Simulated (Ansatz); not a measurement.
# AgClH, charge +1: a pair, distance and angle

Aim: map the energy of AgClH, charge +1 over two coordinates, and find its wells, ridges and stiffness.

Method: RKS B3LYP-D4/def2-TZVPD; program: Ansatz 0.2.0.

## 1. Starting geometry

3 atoms, charge 1, spin multiplicity 1.

Atoms are counted from 1 here; the program's logs count them from 0.

Bond lengths: Ag1–Cl2 2.528 Å, Cl2–H3 1.313 Å. Angles: Ag1–Cl2–H3 100.6°.

As a file:

```xyz
3

Ag   -1.16845   -0.63995    1.23604
Cl    0.76780    0.42053    0.00405
H     0.40064    0.21942   -1.23999
```

## 2. Geometry optimisation

The input, input.yaml:

```yaml
crystal:
  periodic: [false, false, false]
  atoms:
    - { symbol: Ag, position_ang: [-1.168448, -0.639953, 1.236039] }
    - { symbol: Cl, position_ang: [0.767804, 0.420529, 0.004047] }
    - { symbol: H, position_ang: [0.400644, 0.219423, -1.239986] }
total_charge: 1
basis:
  gaussian: { orbitals: def2-TZVPD }
hamiltonian:
  xc: { name: B3LYP }
  dispersion: d4
output:
  forces: true
relax:
  f_tol: 0.003
  max_steps: 120
```

On the command line:

```
$ ansatz run input.yaml --threads 1 --pin off --max-ram 2560MiB --backend cpu --events-out ev --progress --plain --runs-dir out
```

The program printed, shortened:

```text
Warning: RAYON_NUM_THREADS=1 ignored (pool sized by the plan → 1); use --threads N
[...]
Functional definition: B3LYP
[...]
705 factors; their error is unknown
[...]
mean field -16533.84387440 eV, -607.6075553422 hartree, gradient 1.6e-5 eV, S^2 0.000000; 0 other end points of the search recorded, 0 dependent functions left out
[...]
reference -16533.84407403 eV, -607.6075626786 hartree; 18, 18 occupied and 77, 77 virtual orbitals, 705 factors
relax step   1: F+E_penalty+E_count = -16533.91382422 eV  Δ(F+E_penalty+E_count) = +0.000e0 eV  max|allowed force component| = 4.941e-1 eV/Å  Δτ_max = 0.0000 Å  (31 SCF iters, accepted)
[...]
relax step   3: F+E_penalty+E_count = -16533.91877641 eV  Δ(F+E_penalty+E_count) = -1.099e-3 eV  max|allowed force component| = 1.154e-2 eV/Å  Δτ_max = 0.0112 Å  (34 SCF iters, accepted)
[...]
relax step   4: F+E_penalty+E_count = -16533.91877933 eV  Δ(F+E_penalty+E_count) = -2.917e-6 eV  max|allowed force component| = 2.154e-4 eV/Å  Δτ_max = 0.0004 Å  (24 SCF iters, accepted)
705 factors; their error is unknown
mean field -16533.84885518 eV, -607.6077383824 hartree, gradient 3.0e-5 eV, S^2 0.000000; 1 other end points of the search recorded, 0 dependent functions left out
[...]
reference -16533.84905450 eV, -607.6077457074 hartree; 18, 18 occupied and 77, 77 virtual orbitals, 705 factors
Total energy: -16533.91897865 eV, -607.6103153726 hartree
Atom 0 at    -1.170359    -0.641000     1.240781 Å, force    -0.000161    -0.000088     0.000069 eV/Å
Atom 1 at     0.763071     0.417937    -0.005912 Å, force     0.000215     0.000118    -0.000073 eV/Å
Atom 2 at     0.407288     0.223062    -1.234770 Å, force    -0.000054    -0.000030     0.000004 eV/Å
Dipole moment:    -0.177579    -0.097262    -0.169379 e Å
```

Run time: 9.9 s. Hardware: 1 thread of Intel Xeon Platinum 8488C (Sapphire Rapids), shared host; peak memory 0.17 GiB.

The steps of the relaxation:

| step | energy from step 1 (eV) | largest force component (eV/Å) |
| --- | --- | --- |
| 1 | 0.0000 | 0.4941 |
| 2 | -0.0039 | 0.2246 |
| 3 | -0.0050 | 0.0115 |
| 4 | -0.0050 | 0.0002 |

Bond lengths before and after, largest changes first:

| bond | before (Å) | after (Å) | change (Å) |
| --- | --- | --- | --- |
| Cl2–H3 | 1.313 | 1.294 | -0.018 |
| Ag1–Cl2 | 2.528 | 2.533 | +0.004 |

## 3. The part HCl alone

The input, input.yaml:

```yaml
crystal:
  periodic: [false, false, false]
  atoms:
    - { symbol: Cl, position_ang: [0.763071, 0.417937, -0.005912] }
    - { symbol: H, position_ang: [0.407288, 0.223062, -1.23477] }
basis:
  gaussian: { orbitals: def2-TZVPD }
hamiltonian:
  xc: { name: B3LYP }
  dispersion: d4
output:
  forces: true
```

On the command line:

```
$ ansatz run input.yaml --threads 1 --pin off --max-ram 2560MiB --backend cpu --events-out ev --progress --plain --runs-dir out
```

The program printed, shortened:

```text
Warning: RAYON_NUM_THREADS=1 ignored (pool sized by the plan → 1); use --threads N
[...]
[... 1 set-up line as earlier in the session ...]
[...]
347 factors; their error is unknown
[...]
mean field -12540.00800123 eV, -460.8367941225 hartree, gradient 4.3e-5 eV, S^2 0.000000; 0 other end points of the search recorded, 0 dependent functions left out
[...]
reference -12540.00820128 eV, -460.8368014744 hartree; 9, 9 occupied and 46, 46 virtual orbitals, 347 factors
Total energy: -12540.01741158 eV, -460.8371399466 hartree
Atom 0 at     0.763071     0.417937    -0.005912 Å, force    -0.095035    -0.052054    -0.328245 eV/Å
Atom 1 at     0.407288     0.223062    -1.234770 Å, force     0.095035     0.052054     0.328245 eV/Å
Dipole moment:    -0.063436    -0.034746    -0.219105 e Å
```

Run time: 0.77 s. Hardware: 1 thread of Intel Xeon Platinum 8488C (Sapphire Rapids), shared host; peak memory 0.098 GiB.

## 4. The part Ag+ alone

The input, input.yaml:

```yaml
crystal:
  periodic: [false, false, false]
  atoms:
    - { symbol: Ag, position_ang: [-1.170359, -0.641, 1.240781] }
total_charge: 1
basis:
  gaussian: { orbitals: def2-TZVPD }
hamiltonian:
  xc: { name: B3LYP }
```

On the command line:

```
$ ansatz run input.yaml --threads 1 --pin off --max-ram 2560MiB --backend cpu --events-out ev --progress --plain --runs-dir out
```

The program printed:

```text
Warning: RAYON_NUM_THREADS=1 ignored (pool sized by the plan → 1); use --threads N
Engine: ansatz 0.2.0, x86_64-unknown-linux-gnu
[... 1 set-up line as earlier in the session ...]
  parameter a0 = 0.2
  parameter ax = 0.72
  parameter ac = 0.81
  exchange = (1 - a0 - ax)*slater_x + ax*b88_x + a0*exact_x
  correlation = (1 - ac)*vwn_rpa_c + ac*lyp_c
349 factors; their error is unknown
mean field evaluation 1: about -3982.8225 eV, gradient 8.9e1 eV
mean field evaluation 2: about -3968.5220 eV, gradient 1.4e2 eV
mean field evaluation 4: about -3992.9069 eV, gradient 7.2e-1 eV
mean field evaluation 8: about -3992.9296 eV, gradient 5.2e-5 eV
mean field -3992.92964263 eV, -146.7374578616 hartree, gradient 5.2e-5 eV, S^2 0.000000; 0 other end points of the search recorded, 0 dependent functions left out
reference -3992.92974840 eV, -146.7374617489 hartree; 9, 9 occupied and 31, 31 virtual orbitals, 349 factors
Total energy: -3992.92974840 eV, -146.7374617489 hartree
```

It took 0.55 s on 1 thread of Intel Xeon Platinum 8488C (Sapphire Rapids), shared host; peak memory 0.095 GiB.

## 5. Setting up the map

- distance Cl2···Ag1: 15 values from 2.127 to 3.527 Å
- turn of Ag1 about Cl2: 15 values from −60.0 to 60.0 °

Nothing else is relaxed (both partners rigid). Energies count from the ion and the molecule far apart, frozen as in the relaxed pair, each in its own basis (no counterpoise correction). Points are written as (first, second).

Below, 3 of the grid's runs; all are launched alike.

## 6. Grid point (3.389 Å, −42.9°)

The input, input.yaml:

```yaml
crystal:
  periodic: [false, false, false]
  atoms:
    - { symbol: Ag, position_ang: [-2.128738, -1.165926, -0.789584] }
    - { symbol: Cl, position_ang: [0.763071, 0.417937, -0.005912] }
    - { symbol: H, position_ang: [0.407288, 0.223062, -1.23477] }
total_charge: 1
basis:
  gaussian: { orbitals: def2-TZVPD }
hamiltonian:
  xc: { name: B3LYP }
  dispersion: d4
output:
  forces: true
```

On the command line:

```
$ ansatz run input.yaml --threads 1 --pin off --max-ram 2560MiB --backend cpu --events-out ev --progress --plain --runs-dir out
```

The program printed, shortened:

```text
Warning: RAYON_NUM_THREADS=1 ignored (pool sized by the plan → 1); use --threads N
[...]
[... 1 set-up line as earlier in the session ...]
[...]
705 factors; their error is unknown
[...]
mean field -16533.17622342 eV, -607.5830196213 hartree, gradient 1.0e-5 eV, S^2 0.000000; 0 other end points of the search recorded, 0 dependent functions left out
[...]
reference -16533.17644678 eV, -607.5830278297 hartree; 18, 18 occupied and 77, 77 virtual orbitals, 705 factors
Total energy: -16533.24830129 eV, -607.5856684343 hartree
Atom 0 at    -2.128738    -1.165926    -0.789584 Å, force     0.299700     0.164149     0.263441 eV/Å
Atom 1 at     0.763071     0.417937    -0.005912 Å, force    -0.750063    -0.410816    -0.337864 eV/Å
Atom 2 at     0.407288     0.223062    -1.234770 Å, force     0.450363     0.246666     0.074424 eV/Å
Dipole moment:    -0.505363    -0.276792    -0.324953 e Å
```

Wall time 2 s (1 thread of Intel Xeon Platinum 8488C (Sapphire Rapids), shared host); peak memory 0.16 GiB.

On the map this point reads −29 kJ/mol.

## 7. Point (2.289 Å, 42.9°)

input.yaml, as its differences from that of step 6:

```diff
@@ -3,3 +3,3 @@
   atoms:
-    - { symbol: Ag, position_ang: [-2.128738, -1.165926, -0.789584] }
+    - { symbol: Ag, position_ang: [0.154352, 0.084558, 2.175336] }
     - { symbol: Cl, position_ang: [0.763071, 0.417937, -0.005912] }
```

On the command line:

```
$ ansatz run input.yaml --threads 1 --pin off --max-ram 2560MiB --backend cpu --events-out ev --progress --plain --runs-dir out
```

The program printed, shortened:

```text
Warning: RAYON_NUM_THREADS=1 ignored (pool sized by the plan → 1); use --threads N
[...]
[... 1 set-up line as earlier in the session ...]
[...]
705 factors; their error is unknown
[...]
mean field -16533.36640885 eV, -607.5900088068 hartree, gradient 3.4e-5 eV, S^2 0.000000; 0 other end points of the search recorded, 0 dependent functions left out
[...]
reference -16533.36660817 eV, -607.5900161320 hartree; 18, 18 occupied and 77, 77 virtual orbitals, 705 factors
Total energy: -16533.43511584 eV, -607.5925337424 hartree
Atom 0 at     0.154352     0.084558     2.175336 Å, force    -0.673114    -0.368655     1.447412 eV/Å
Atom 1 at     0.763071     0.417937    -0.005912 Å, force     1.136960     0.622705    -1.495641 eV/Å
Atom 2 at     0.407288     0.223062    -1.234770 Å, force    -0.463846    -0.254050     0.048229 eV/Å
Dipole moment:    -0.114214    -0.062556    -0.089029 e Å
```

Run time: 2.9 s. Hardware: 1 thread of Intel Xeon Platinum 8488C (Sapphire Rapids), shared host; peak memory 0.17 GiB.

That is −47 kJ/mol from the zero.

## 8. Point (2.555 Å, 0.0°)

input.yaml, as its differences from that of step 7:

```diff
@@ -3,3 +3,3 @@
   atoms:
-    - { symbol: Ag, position_ang: [0.154352, 0.084558, 2.175336] }
+    - { symbol: Ag, position_ang: [-1.187508, -0.650392, 1.251839] }
     - { symbol: Cl, position_ang: [0.763071, 0.417937, -0.005912] }
```

On the command line:

```
$ ansatz run input.yaml --threads 1 --pin off --max-ram 2560MiB --backend cpu --events-out ev --progress --plain --runs-dir out
```

The program printed, shortened:

```text
Warning: RAYON_NUM_THREADS=1 ignored (pool sized by the plan → 1); use --threads N
[...]
[... 1 set-up line as earlier in the session ...]
[...]
705 factors; their error is unknown
[...]
mean field -16533.84803718 eV, -607.6077083217 hartree, gradient 1.6e-5 eV, S^2 0.000000; 0 other end points of the search recorded, 0 dependent functions left out
[...]
reference -16533.84823706 eV, -607.6077156669 hartree; 18, 18 occupied and 77, 77 virtual orbitals, 705 factors
Total energy: -16533.91809563 eV, -607.6102829222 hartree
Atom 0 at    -1.187508    -0.650392     1.251839 Å, force     0.058751     0.032178    -0.038833 eV/Å
Atom 1 at     0.763071     0.417937    -0.005912 Å, force    -0.058747    -0.032176     0.033640 eV/Å
Atom 2 at     0.407288     0.223062    -1.234770 Å, force    -0.000004    -0.000002     0.005193 eV/Å
Dipole moment:    -0.182956    -0.100208    -0.165294 e Å
```

Wall time 3.2 s (1 thread of Intel Xeon Platinum 8488C (Sapphire Rapids), shared host); peak memory 0.16 GiB.

That is −94 kJ/mol from the zero.

## 9. The map

225 points were computed. Energies in kJ/mol, from the ion and the molecule far apart, frozen as in the relaxed pair, each in its own basis (no counterpoise correction):

```tsv
turn of Ag1 about Cl2 (°) ↓, distance Cl2···Ag1 (Å) →	2.127	2.162	2.219	2.289	2.370	2.459	2.555	2.658	2.767	2.882	3.001	3.126	3.256	3.389	3.527
60.0	12	0	−16	−30	−40	−46	−49	−49	−48	−45	−42	−38	−34	−30	−27
51.4	4	−9	−24	−38	−48	−54	−56	−56	−54	−51	−48	−43	−38	−34	−30
42.9	−6	−18	−34	−47	−57	−63	−65	−64	−62	−58	−54	−49	−43	−39	−34
34.3	−16	−28	−43	−57	−66	−72	−73	−72	−70	−65	−60	−54	−48	−43	−38
25.7	−24	−37	−52	−65	−75	−80	−81	−80	−76	−72	−66	−59	−53	−47	−41
17.1	−31	−43	−59	−72	−82	−87	−88	−86	−82	−77	−70	−63	−56	−50	−44
8.6	−35	−48	−63	−77	−86	−91	−92	−90	−86	−80	−73	−66	−59	−52	−45
0.0	−35	−48	−64	−78	−88	−93	−94	−92	−87	−81	−75	−67	−59	−52	−45
−8.6	−31	−44	−61	−75	−85	−91	−92	−90	−86	−80	−73	−66	−58	−51	−44
−17.1	−22	−36	−53	−68	−79	−85	−87	−85	−82	−76	−70	−63	−55	−48	−42
−25.7	−8	−22	−41	−57	−68	−75	−78	−78	−75	−70	−64	−57	−50	−43	−37
−34.3	12	−3	−23	−40	−53	−62	−66	−66	−64	−61	−55	−49	−43	−37	−31
−42.9	39	23	1	−18	−34	−44	−50	−52	−51	−49	−45	−40	−34	−29	−24
−51.4	82	62	36	13	−7	−21	−29	−34	−35	−35	−32	−28	−24	−20	−16
−60.0	160	133	96	62	33	12	−3	−12	−16	−18	−18	−16	−13	−10	−7
```

The largest force on an atom (eV/Å) at each point:

```
turn of Ag1 about Cl2 (°) ↓, distance Cl2···Ag1 (Å) →  2.127  2.162  2.219  2.289  2.370  2.459  2.555  2.658  2.767  2.882  3.001  3.126  3.256  3.389  3.527
                                                 60.0    3.9    3.3    2.5    1.8    1.2    0.8    0.6    0.5    0.4    0.4    0.4    0.3    0.3    0.3    0.3
                                                 51.4    4.0    3.4    2.6    1.9    1.3    0.9    0.7    0.6    0.5    0.5    0.4    0.4    0.4    0.3    0.3
                                                 42.9    4.2    3.5    2.7    2.0    1.4    1.0    0.7    0.6    0.5    0.5    0.4    0.4    0.4    0.4    0.3
                                                 34.3    4.2    3.6    2.8    2.0    1.4    0.9    0.7    0.5    0.5    0.5    0.5    0.5    0.5    0.4    0.4
                                                 25.7    4.2    3.6    2.8    2.0    1.3    0.8    0.5    0.4    0.4    0.5    0.5    0.5    0.5    0.5    0.4
                                                 17.1    4.2    3.6    2.7    1.9    1.2    0.7    0.4    0.3    0.4    0.5    0.6    0.6    0.5    0.5    0.4
                                                  8.6    4.1    3.5    2.6    1.7    1.0    0.5    0.2    0.3    0.5    0.6    0.6    0.6    0.6    0.5    0.5
                                                  0.0    4.1    3.4    2.5    1.6    0.9    0.3    0.1    0.3    0.5    0.6    0.6    0.6    0.6    0.5    0.5
                                                 −8.6    4.2    3.5    2.6    1.7    0.9    0.4    0.3    0.5    0.6    0.7    0.8    0.8    0.7    0.7    0.6
                                                −17.1    4.4    3.7    2.7    1.8    1.1    0.5    0.4    0.6    0.8    0.8    0.9    0.9    0.8    0.8    0.7
                                                −25.7    4.6    3.9    2.9    2.0    1.2    0.6    0.6    0.7    0.8    0.9    1.0    1.0    0.9    0.9    0.8
                                                −34.3    4.9    4.1    3.1    2.2    1.4    0.8    0.8    0.7    0.9    1.0    1.0    1.0    1.0    0.9    0.8
                                                −42.9    5.4    4.6    3.5    2.5    1.7    1.1    1.0    0.9    0.8    0.9    1.0    1.0    1.0    0.9    0.9
                                                −51.4    6.5    5.6    4.4    3.2    2.2    1.5    1.2    1.1    0.9    0.8    0.9    0.9    0.9    0.9    0.8
                                                −60.0    9.3    8.1    6.4    4.8    3.4    2.3    1.7    1.3    1.1    1.0    0.8    0.8    0.8    0.8    0.8
```

## 10. What came out

```
                       quantity                                                                        value
                   lowest point                                                  (2.555 Å, 0.0°), −94 kJ/mol
         highest computed point                               (2.127 Å, −60.0°), 254 kJ/mol above the lowest
largest force on an atom (eV/Å)  0.1 at (2.555 Å, 0.0°) to 9.3 at (2.127 Å, −60.0°); 0.1 at the lowest point
        time for the whole task                                             9.2 min on 1 thread, shared host
```

In words: The lowest computed point is at (2.555 Å, 0.0°), −94 kJ/mol from the ion and the molecule far apart, frozen as in the relaxed pair, each in its own basis (no counterpoise correction). The grid is coarse, so the true minimum lies between grid points and may sit elsewhere than the lowest one. No other kind of well shows on this grid. The highest computed point, (2.127 Å, −60.0°), lies 254 kJ/mol above the lowest. Round the minimum the two coordinates are nearly uncoupled. Without a counterpoise correction the wells come out somewhat too deep.
